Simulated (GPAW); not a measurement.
Runs of GPAW 26.7.0 on PbF2 (Fluorocronite). Symmetry: Fm-3m, No. 225, cubic system. Conventional cell: a = 5.927 Å, b = 5.927 Å, c = 5.927 Å, α = 90.00°, β = 90.00°, γ = 90.00°. Around Pb (site symmetry m-3m) lie 8 F at 2.57 Å. F (site symmetry -43m) is surrounded by 4 Pb at 2.57 Å. 

```tsv
cell	target pressure	gap on the mesh (eV)	pressure (GPa)
relaxed to 30 GPa	30 GPa	(a)	30.1
relaxed to 20 GPa	20 GPa	4.08	20.0
relaxed to 2 GPa	2 GPa	4.21	2.0
relaxed to 5 GPa	5 GPa	(b)	4.9
relaxed	-	4.22	0.1
```

Alike in all rows: task relaxation of cell and atoms; level PBEsol; potentials or basis PAW data sets generated in the run's folder for this functional, pw; no spin polarisation; k mesh 8 × 8 × 8; cutoff (eV) 800; smearing fermi-dirac 0.05 eV.

Problem. Fill in the values left out.

Solution. (a) 3.95; (b) 4.19.

Caveats: later steps reuse the first step's grids; spin-orbit coupling is left out, which as a rule narrows the gap of such compounds by several tenths of an eV.

A k mesh can miss the band edges, and the runs leave out spin-orbit coupling on Pb.
